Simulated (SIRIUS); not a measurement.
Runs of SIRIUS 7.12.0 on HfIn4SiO6. Symmetry: C2, No. 5, monoclinic system. Conventional cell: a = 5.432 Å, b = 9.407 Å, c = 7.636 Å, α = 90.00°, β = 104.07°, γ = 90.00°. Around Hf (site symmetry 2) lie 6 O at 2.13 to 2.14 Å. In (site symmetry 2) has 2 O at 2.73 Å and 4 In at 3.12 Å as nearest neighbours. In (site symmetry 2) has 6 O at 2.23 Å as nearest neighbours. In (site symmetry 2) has 2 O at 2.73 Å and 3 In at 3.07 to 3.12 Å as nearest neighbours. In (site symmetry 2) has 2 O at 2.73 Å and 3 In at 3.07 to 3.12 Å as nearest neighbours. Si (site symmetry 2) has 6 O at 1.85 Å as nearest neighbours. O (site symmetry 1) is surrounded by 1 Si at 1.85 Å. O (site symmetry 1) has 1 Si at 1.85 Å as nearest neighbours. The cell was built by a generator and needn't be a form met in nature.

| level | U | form of the Hubbard term | hubbard projectors | start of the occupations | gap on the mesh (eV) | pressure (GPa) | largest force (eV/Å) |
| --- | --- | --- | --- | --- | --- | --- | --- |
| PBE+U | Hf d U = 8 eV | simplified (Dudarev) | orthogonalised atomic orbitals | the program's own | none | 1.8 | 0.38 |
| PBE+U | Hf d U = 4 eV | simplified (Dudarev) | orthogonalised atomic orbitals | the program's own | none | (a) | 0.28 |
| PBE+U | Hf d U = 2 eV | simplified (Dudarev) | orthogonalised atomic orbitals | the program's own | none | (b) | 0.26 |
| PBE | - | - | - | - | none | -0.4 | 0.25 |
| PBE+U | Hf d U = 6 eV | simplified (Dudarev) | orthogonalised atomic orbitals | the program's own | none | 1.2 | 0.28 |

Alike in all rows: task single point; potentials or basis PseudoDojo 0.4.1 PBE standard (scalar relativistic); no spin polarisation; cell as given; k mesh 3 × 3 × 2; cutoff (eV) 1152; smearing fermi-dirac 0.05 eV; the mesh is coarse, so values aren't converged.

Problem. Estimate the missing entries.

Solution. (a) 0.6; (b) 0.1.

Caveats: all runs use coarse meshes; U without spin polarisation on a metal has little footing (some runs).

A k mesh can miss the band edges, and the runs leave out spin-orbit coupling on Hf, In.

A gap of «none» marks a metal or a gap under the smearing width.
